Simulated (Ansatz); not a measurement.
Predict the output of the script below (the Python package of Ansatz (0.2.0)).

The script reads `scf.yaml`:
```yaml
crystal:
  lattice:
    - [0.0, 3.629316, 3.629316]
    - [3.629316, 0.0, 3.629316]
    - [3.629316, 3.629316, 0.0]
  atoms:
    - { symbol: Na, position: [0.75, 0.75, 0.75] }
    - { symbol: Na, position: [0.25, 0.25, 0.25] }
    - { symbol: H, position: [0.774464, 0.774464, 0.225536] }
    - { symbol: H, position: [0.225536, 0.774464, 0.225536] }
    - { symbol: H, position: [0.774464, 0.225536, 0.225536] }
    - { symbol: H, position: [0.225536, 0.225536, 0.774464] }
    - { symbol: H, position: [0.774464, 0.225536, 0.774464] }
    - { symbol: H, position: [0.225536, 0.774464, 0.774464] }
    - { symbol: Pt, position: [0.0, 0.0, 0.0] }
kpoints:
  mp_grid: { kspacing: 0.3 }
hamiltonian:
  xc: pbesol
scf:
  occupations: { method: gaussian, width: 0.05 }
basis:
  ecutwfc: "31 Ry"
output:
  forces: true
  stress: true
  eigenvalues: true
```

Script `yaml_run.py`:
```python
'''Run a YAML input for Na2H6Pt from Python.'''

import json

import ansatz as az
import numpy as np

out = az.Session.from_deck('scf.yaml').plan(threads=1).execute()
report = out.report

print(f'free energy      {report["free_energy_ev"]:.5f} eV')
print(f'per atom         {report["free_energy_ev"] / len(out.lattice.sites):.5f} eV')
print(f'SCF iterations   {report["n_iterations"]}  (converged: {report["converged"]})')

# forces, one row an atom
forces = np.array(report['forces_ev_ang'])
norms = np.linalg.norm(forces, axis=1)
print('largest force {:.4f} eV/A on atom {}'.format(norms.max(), norms.argmax()))
print(np.array2string(forces, precision=4, suppress_small=True))

keep = ['free_energy_ev', 'energy_sigma0_ev', 'fermi_energy_ev', 'n_iterations', 'converged', 'magnetization_mub', 'n_kpoints']
with open('na2h6pt.json', 'w') as handle:
    json.dump({key: report[key] for key in keep}, handle, indent=1)
```

`python yaml_run.py` gives:
```text
free energy      -15432.85257 eV
per atom         -1714.76140 eV
SCF iterations   6  (converged: True)
largest force 0.1120 eV/A on atom 3
[[ 0.     0.    -0.   ]
 [ 0.     0.     0.   ]
 [-0.     0.    -0.112]
 [-0.     0.112  0.   ]
 [ 0.112  0.     0.   ]
 [-0.     0.     0.112]
 [ 0.    -0.112 -0.   ]
 [-0.112 -0.     0.   ]
 [-0.    -0.     0.   ]]
```

It writes `na2h6pt.json`:
```json
{
 "free_energy_ev": -15432.852573131688,
 "energy_sigma0_ev": -15432.852573131688,
 "fermi_energy_ev": 4.269628404547244,
 "n_iterations": 6,
 "converged": true,
 "magnetization_mub": 0.0,
 "n_kpoints": 10
}
```

Absolute energies stand on the zero of these potentials, so only differences at equal settings mean something. Spin-orbit coupling, which matters for elements this heavy, is left out. This cell is a computed structure, which may not be the phase found in nature. Wall time of the script: 3.3 s on 1 thread of Arm Neoverse N1, with other jobs on the host, peak memory 0.39 GiB.

(Lines on the test bed's own set-up are left out of the output.)
